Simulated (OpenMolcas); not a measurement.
# C3H9BrSn (trimethyltin bromide): levels of theory compared

We compute a comparison of 6 runs (B3LYP/ANO-RCC-VDZ) of C3H9BrSn (trimethyltin bromide). The setting varied is the relativity. 

Program for the calculation: OpenMolcas 26.06.

## Step 1: The molecule

C3H9BrSn has 14 atoms, charge 0, and is taken as a singlet. As SMILES, `[CH3][Sn]([CH3])([CH3])[Br]`. Geometry: a GFN2-xTB relaxation, a rough one for these elements and not checked as a minimum.

Bond lengths: C1–Sn2 2.205 Å, Sn2–C3 2.205 Å, Sn2–C4 2.205 Å, Sn2–Br5 2.509 Å, C1–H6 1.083 Å, C1–H7 1.084 Å, C1–H8 1.085 Å, C3–H9 1.085 Å, C3–H10 1.083 Å, C3–H11 1.084 Å, C4–H12 1.083 Å, C4–H13 1.084 Å, C4–H14 1.084 Å. Some angles: C1–Sn2–C3 113.9°, C1–Sn2–C4 114.1°, C1–Sn2–Br5 104.3°, C3–Sn2–C4 114.3°, C3–Sn2–Br5 104.2°, C4–Sn2–Br5 104.3°, Sn2–C1–H6 109.9°, Sn2–C1–H7 109.8°, Sn2–C1–H8 109.6°, Sn2–C3–H9 109.6°.

## Step 2: A single-point energy at B3LYP/ANO-RCC-VDZ (DKH1) (run 1)

The input, job.input:

```
>>> EXPORT MOLCAS_PRINT=2
&GATEWAY
Coord
14
bohr
C     -3.56356994     1.89634017     0.32992728
Sn     0.28784308     0.46317187    -0.35451262
C      2.62753190     0.19862911     3.08363619
C      0.43875661    -2.90857196    -2.79830645
Br     2.36618277     3.86382852    -2.92132762
H     -4.62920540     0.53433896     1.42542042
H     -3.47225837     3.66750487     1.35627534
H     -4.50745034     2.21075280    -1.46206221
H      4.55716904    -0.26202942     2.56840237
H      1.89063319    -1.25903003     4.31745728
H      2.61052436     1.99364216     4.07141494
H     -0.39109772    -4.50467244    -1.82352902
H      2.38700755    -3.33753980    -3.26487983
H     -0.60208564    -2.55636481    -4.52793497
Basis=ANO-RCC-VDZ
Group=NoSym
&SEWARD
Relativistic=R01O00
Expert
&SCF
KSDFT=B3LYP
PrOrbitals=0
```

The run is started by

```bash
$ export MOLCAS_MEM=1860
$ pymolcas job.input > job.log
```

What it wrote:

```text
--- Start Module: gateway ---
[...]
--- Stop Module: gateway /rc=_RC_ALL_IS_WELL_ ---
--- Start Module: seward ---
[...]
 ###    WARNING:  EXPERT option is ON!                                       ###
 ###############################################################################
               SEWARD will generate:
[...]
      Basis functions           98
--- Stop Module: seward /rc=_RC_ALL_IS_WELL_ ---
[...]
--- Start Module: scf ---
[...]
       Convergence after  11 Iterations
[...]
::    Total KS-DFT energy                           -8946.1114712940
[...]
      Total spin, S                                     0.0000000000
[...]
      Total electronic charge=  112.000000
      Total            charge=   -0.000000
[...]
      Dipole Moment (debye):
      Origin of the operator (angstrom)=    0.4624    0.7532   -0.5706
                   X= -1.7882E+00               Y= -2.9406E+00               Z=  2.2072E+00           Total=  4.0886E+00
      Quadrupole Moment (debye*angstrom):
[...]
--- Stop Module: scf /rc=_RC_ALL_IS_WELL_ ---
[...]
```

It took 38 s on 1 thread of Arm Neoverse V1, shared host; peak memory 0.59 GiB.

## Step 3: A single-point energy at B3LYP/ANO-RCC-VDZ (DKH2) (run 2)

The input, job.inp:

```
* C3H9BrSn Kohn-Sham DFT

&gateway
  coord
  14
  bohr
  C     -3.56356994     1.89634017     0.32992728
  Sn     0.28784308     0.46317187    -0.35451262
  C      2.62753190     0.19862911     3.08363619
  C      0.43875661    -2.90857196    -2.79830645
  Br     2.36618277     3.86382852    -2.92132762
  H     -4.62920540     0.53433896     1.42542042
  H     -3.47225837     3.66750487     1.35627534
  H     -4.50745034     2.21075280    -1.46206221
  H      4.55716904    -0.26202942     2.56840237
  H      1.89063319    -1.25903003     4.31745728
  H      2.61052436     1.99364216     4.07141494
  H     -0.39109772    -4.50467244    -1.82352902
  H      2.38700755    -3.33753980    -3.26487983
  H     -0.60208564    -2.55636481    -4.52793497
  basis=ANO-RCC-VDZ
  group=NoSym

&seward
  relativistic=R02O02
  expert

&scf
  ksdft=B3LYP
  prorbitals=0
```

The run is started by

```bash
$ export MOLCAS_MEM=1860
$ pymolcas job.inp > job.log
```

What it wrote:

```text
--- Start Module: gateway ---
[...]
--- Stop Module: gateway /rc=_RC_ALL_IS_WELL_ ---
--- Start Module: seward ---
[...]
 ###    WARNING:  EXPERT option is ON!                                       ###
 ###############################################################################
               SEWARD will generate:
[...]
      Basis functions           98
--- Stop Module: seward /rc=_RC_ALL_IS_WELL_ ---
[...]
--- Start Module: scf ---
[...]
       Convergence after  11 Iterations
[...]
::    Total KS-DFT energy                           -8901.2991613036
[...]
      Total spin, S                                     0.0000000000
[...]
      Total electronic charge=  112.000000
      Total            charge=   -0.000000
[...]
      Dipole Moment (debye):
      Origin of the operator (angstrom)=    0.4624    0.7532   -0.5706
                   X= -1.7837E+00               Y= -2.9331E+00               Z=  2.2016E+00           Total=  4.0783E+00
      Quadrupole Moment (debye*angstrom):
[...]
--- Stop Module: scf /rc=_RC_ALL_IS_WELL_ ---
[...]
```

Run time: 45 s. Hardware: 1 thread of Arm Neoverse V1, shared host; peak memory 0.59 GiB.

Run 3 isn't shown in full; the table further down has it.

## Step 4: A single-point energy at B3LYP/ANO-RCC-VDZ (DKH4) (run 4)

The input, job.input:

```
* C3H9BrSn Kohn-Sham DFT

&gateway
  coord
  14
  bohr
  C     -3.56356994     1.89634017     0.32992728
  Sn     0.28784308     0.46317187    -0.35451262
  C      2.62753190     0.19862911     3.08363619
  C      0.43875661    -2.90857196    -2.79830645
  Br     2.36618277     3.86382852    -2.92132762
  H     -4.62920540     0.53433896     1.42542042
  H     -3.47225837     3.66750487     1.35627534
  H     -4.50745034     2.21075280    -1.46206221
  H      4.55716904    -0.26202942     2.56840237
  H      1.89063319    -1.25903003     4.31745728
  H      2.61052436     1.99364216     4.07141494
  H     -0.39109772    -4.50467244    -1.82352902
  H      2.38700755    -3.33753980    -3.26487983
  H     -0.60208564    -2.55636481    -4.52793497
  basis=ANO-RCC-VDZ
  group=NoSym

&seward
  relativistic=R04O02
  expert

&scf
  ksdft=B3LYP
  prorbitals=0
```

The run is started by

```bash
$ export MOLCAS_MEM=1860
$ pymolcas job.input > job.log
```

What it wrote:

```text
--- Start Module: gateway ---
[...]
--- Stop Module: gateway /rc=_RC_ALL_IS_WELL_ ---
--- Start Module: seward ---
[...]
 ###    WARNING:  EXPERT option is ON!                                       ###
 ###############################################################################
               SEWARD will generate:
[...]
      Basis functions           98
--- Stop Module: seward /rc=_RC_ALL_IS_WELL_ ---
[...]
--- Start Module: scf ---
[...]
       Convergence after  11 Iterations
[...]
::    Total KS-DFT energy                           -8902.9045023737
[...]
      Total spin, S                                     0.0000000000
[...]
      Total electronic charge=  112.000000
      Total            charge=   -0.000000
[...]
      Dipole Moment (debye):
      Origin of the operator (angstrom)=    0.4624    0.7532   -0.5706
                   X= -1.7840E+00               Y= -2.9336E+00               Z=  2.2020E+00           Total=  4.0789E+00
      Quadrupole Moment (debye*angstrom):
[...]
--- Stop Module: scf /rc=_RC_ALL_IS_WELL_ ---
[...]
```

Wall time 44 s (1 thread of Arm Neoverse V1, shared host); peak memory 0.59 GiB.

Run 5 isn't shown in full; the table further down has it.

## Step 5: The energy at B3LYP/ANO-RCC-VDZ (sfX2C) (run 6)

The input, job.input:

```
&gateway
coord
14
bohr
C     -3.56356994     1.89634017     0.32992728
Sn     0.28784308     0.46317187    -0.35451262
C      2.62753190     0.19862911     3.08363619
C      0.43875661    -2.90857196    -2.79830645
Br     2.36618277     3.86382852    -2.92132762
H     -4.62920540     0.53433896     1.42542042
H     -3.47225837     3.66750487     1.35627534
H     -4.50745034     2.21075280    -1.46206221
H      4.55716904    -0.26202942     2.56840237
H      1.89063319    -1.25903003     4.31745728
H      2.61052436     1.99364216     4.07141494
H     -0.39109772    -4.50467244    -1.82352902
H      2.38700755    -3.33753980    -3.26487983
H     -0.60208564    -2.55636481    -4.52793497
basis
ANO-RCC-VDZ
group
NoSym
rx2c
&seward
expert
&scf
ksdft
B3LYP
prorbitals
0
```

The run is started by

```bash
$ export MOLCAS_MEM=1860
$ pymolcas job.input > job.log
```

What it wrote:

```text
--- Start Module: gateway ---
[...]
--- Stop Module: gateway /rc=_RC_ALL_IS_WELL_ ---
--- Start Module: seward ---
[...]
 ###    WARNING:  EXPERT option is ON!                                       ###
 ###############################################################################
               SEWARD will generate:
[...]
      Basis functions           98
--- Stop Module: seward /rc=_RC_ALL_IS_WELL_ ---
[...]
--- Start Module: scf ---
[...]
       Convergence after  11 Iterations
[...]
::    Total KS-DFT energy                           -8902.7006581635
[...]
      Total spin, S                                     0.0000000000
[...]
      Total electronic charge=  112.000000
      Total            charge=   -0.000000
[...]
      Dipole Moment (debye):
      Origin of the operator (angstrom)=    0.4624    0.7532   -0.5706
                   X= -1.7839E+00               Y= -2.9335E+00               Z=  2.2019E+00           Total=  4.0787E+00
      Quadrupole Moment (debye*angstrom):
[...]
--- Stop Module: scf /rc=_RC_ALL_IS_WELL_ ---
[...]
```

Run time: 39 s. Hardware: 1 thread of Arm Neoverse V1, shared host; peak memory 0.59 GiB.

## Step 6: All runs side by side

| run | level | energy (Eh) | dipole moment (D) | HOMO energy (eV) | LUMO energy (eV) | wall time |
| --- | --- | --- | --- | --- | --- | --- |
| 1 | B3LYP/ANO-RCC-VDZ (DKH1) | -8946.111471 | 4.09 | -7.30 | -0.90 | 38 s |
| 2 | B3LYP/ANO-RCC-VDZ (DKH2) | -8901.299161 | 4.08 | -7.33 | -0.87 | 45 s |
| 3 | B3LYP/ANO-RCC-VDZ (DKH3) | -8903.061460 | 4.08 | -7.32 | -0.87 | 45 s |
| 4 | B3LYP/ANO-RCC-VDZ (DKH4) | -8902.904502 | 4.08 | -7.32 | -0.87 | 44 s |
| 5 | B3LYP/ANO-RCC-VDZ (DKH8) | -8902.936345 | 4.08 | -7.32 | -0.87 | 47 s |
| 6 | B3LYP/ANO-RCC-VDZ (sfX2C) | -8902.700658 | 4.08 | -7.32 | -0.87 | 39 s |

## Step 7: Results

| quantity | value |
| --- | --- |
| run 6: total energy | -8902.70066 Eh |
| run 6: dipole moment | 4.08 D |
| run 6: HOMO energy | -7.32 eV |
| run 6: LUMO energy | -0.87 eV |
| run 6: HOMO–LUMO gap | 6.46 eV |

Some runs of one species differ in core potentials or relativity; totals across that change don't compare. All runs together took 4.3 min, the longest 47 s.
